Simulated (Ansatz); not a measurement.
**NbB2: under pressure**

One table from this session's results is given with a row withheld; the runs are named, their logs left out.

Computed with Ansatz 0.2.0 (DFT PBEsol, scalar-relativistic, plane waves, PAW, unless a step's input says otherwise).

## The system as given

It takes space group P6/mmm (No. 191, hexagonal). Conventional cell: a = 3.111 Å, b = 3.111 Å, c = 3.345 Å, α = 90.00°, β = 90.00°, γ = 120.00°. Nb (site symmetry 6/mmm) is surrounded by 12 B at 2.45 Å. Around B (site symmetry -6m2) lie 3 B at 1.80 Å and 6 Nb at 2.45 Å.

Structure file:

```
Nb B
1.0
     3.11109    0.00000    0.00000
    -1.55555    2.69429    0.00000
     0.00000    0.00000    3.34521
Nb B
1 2
Direct
  0.00000 0.00000 0.00000
  0.33333 0.66667 0.50000
  0.66667 0.33333 0.50000
```

Source of the structure: the Materials Project (structure only).

Set-up of the first run:

(A quick probe on a coarse mesh, which set the mesh and smearing, is not shown.)

Input file input.yaml:

```yaml
crystal:
  lattice:
    - [3.1110939549, 0.0, 0.0]
    - [-1.5555469774, 2.6942863985, 0.0]
    - [0.0, 0.0, 3.34520631]
  atoms:
    - { symbol: Nb, position: [0.0, 0.0, 0.0] }
    - { symbol: B, position: [0.33333333, 0.66666667, 0.5] }
    - { symbol: B, position: [0.66666667, 0.33333333, 0.5] }
basis:
  ecutwfc: 420
kpoints:
  mp_grid: { grid: [15, 15, 12] }
hamiltonian:
  xc: pbesol
scf:
  occupations: { method: gaussian, width: 0.1 }
output:
  forces: true
  stress: true
  eigenvalues: true
relax:
  adjacent_minimum: "off"
  f_tol: 0.005
  max_steps: 80
  cell: { stress_tol: 0.05 }
```

Run with:

```sh
$ ansatz run input.yaml --threads 1 --pin off --max-ram 1331MiB --backend cpu --events-out ev --progress --plain --runs-dir out
```

Among the steps run: Full relaxation; Target pressure -1 GPa; Relaxing at 1 GPa; 4 GPa; Relaxing at 12 GPa; Relaxing at 25 GPa; Target pressure 50 GPa; 90 GPa.

One of the session's tables, all rows but one given; the rest of the session is left out.

Lengths are those of the vectors of the cell that was run:

| P (GPa) | V (Å³/atom) | a (Å) | b (Å) | c (Å) | ΔH (eV/atom) |
| --- | --- | --- | --- | --- | --- |
| -1 | 9.13 | 3.098 | 3.098 | 3.296 | -0.057 |
| 0 | 9.10 | 3.094 | 3.094 | 3.292 | 0.000 |
| 1 | 9.07 | 3.091 | 3.091 | 3.287 | 0.057 |
| 4 | 8.98 | 3.082 | 3.082 | 3.275 | 0.226 |
| 12 | ? | ? | ? | ? | ? |
| 25 | 8.47 | 3.026 | 3.026 | 3.202 | 1.368 |
| 50 | 8.00 | 2.973 | 2.973 | 3.136 | 2.651 |
| 90 | 7.44 | 2.907 | 2.907 | 3.051 | 4.576 |

Estimate the missing values for P (GPa) = 12.

Worked estimate for «V (Å³/atom)». A straight line through the neighbours (4, 8.98) and (25, 8.47) gives 8.98 + (8.47 − 8.98) × (12 − 4) / (25 − 4) = 8.79; a parabola fitted to 4 rows on both sides gives 8.77.

As computed: V (Å³/atom): 8.77; a (Å): 3.059; b (Å): 3.059; c (Å): 3.245; ΔH (eV/atom): 0.669. In «V (Å³/atom)» the line misses by +0.02 and the parabola by 0.00.

ΔH is E + PV over the energy at zero pressure; a, b and c are the vectors of the computed cell. 
